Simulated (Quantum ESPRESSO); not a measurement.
A run of Quantum ESPRESSO 7.5 is set up as follows.

pw.in

```
&CONTROL
  calculation = 'vc-relax'
  prefix = 'pwscf'
  outdir = './tmp'
  pseudo_dir = './pseudo'
  tprnfor = .true.
  tstress = .true.
  disk_io = 'low'
  nstep = 40
  forc_conv_thr = 0.0004
  etot_conv_thr = 1d-05
/
&SYSTEM
  ibrav = 0
  A = 4.19810562
  nat = 2
  ntyp = 2
  ecutwfc = 68
  ecutrho = 544
  nbnd = 15
  occupations = 'smearing'
  smearing = 'fd'
  degauss = 0.00367493
  vdw_corr = 'grimme-d3'
  dftd3_version = 3
/
&ELECTRONS
  conv_thr = 4d-10
  electron_maxstep = 120
  mixing_beta = 0.5
/
&IONS
  ion_dynamics = 'bfgs'
/
&CELL
  cell_dynamics = 'bfgs'
  press = 0
  press_conv_thr = 0.3
/
ATOMIC_SPECIES
Sn   118.7100 sn_pbesol_v1.4.uspp.F.UPF
Al    26.9815 al_pbesol_v1.uspp.F.UPF
CELL_PARAMETERS alat
   0.9999999990    0.0000000000    0.0000000000
  -0.4999999995    0.8660254029    0.0000000000
   0.0000000000    0.0000000000    0.7876998102
ATOMIC_POSITIONS alat
Sn     0.0000000000    0.5773502686    0.3938499051
Al     0.0000000000    0.0000000000    0.0000000000
K_POINTS automatic
7 7 8 0 0 0
```

Potentials or basis: GBRV 1.5 PBEsol.

The run is started by

```bash
$ OMP_NUM_THREADS=1 mpirun -n 2 pw.x -nk 2 -in pw.in > pw.out
```

**Question.** What does it give for the space group after relaxing (to 0.05 Å)?

**Answer.** P-6m2 (No. 187).

**Question.** Predict the relaxed cell.

**Answer.** a = 4.107 Å, b = 4.107 Å, c = 3.261 Å, α = 90.00°, β = 90.00°, γ = 120.00°.

The path:
| step | energy change (eV) | largest force (eV/Å) | pressure (GPa) | volume (Å³) |
| --- | --- | --- | --- | --- |
| 1 | 0.0000 | 0.0000 | -2.84 | 50.47 |
| 2 | -0.0114 | 0.0000 | -2.18 | 49.74 |
| 3 | -0.0226 | 0.0000 | -1.11 | 48.67 |
| 4 | -0.0262 | 0.0000 | 0.12 | 47.58 |
| 5 | -0.0264 | 0.0000 | 0.02 | 47.65 |
| 6 | -0.0266 | 0.0000 | -0.04 | 47.68 |
| 7 | -0.0267 | 0.0000 | -0.05 | 47.66 |
| 8 | -0.0267 | 0.0000 | -0.02 | 47.63 |

Caveat: pairwise dispersion overbinds metals, which lowers pressure and volume.
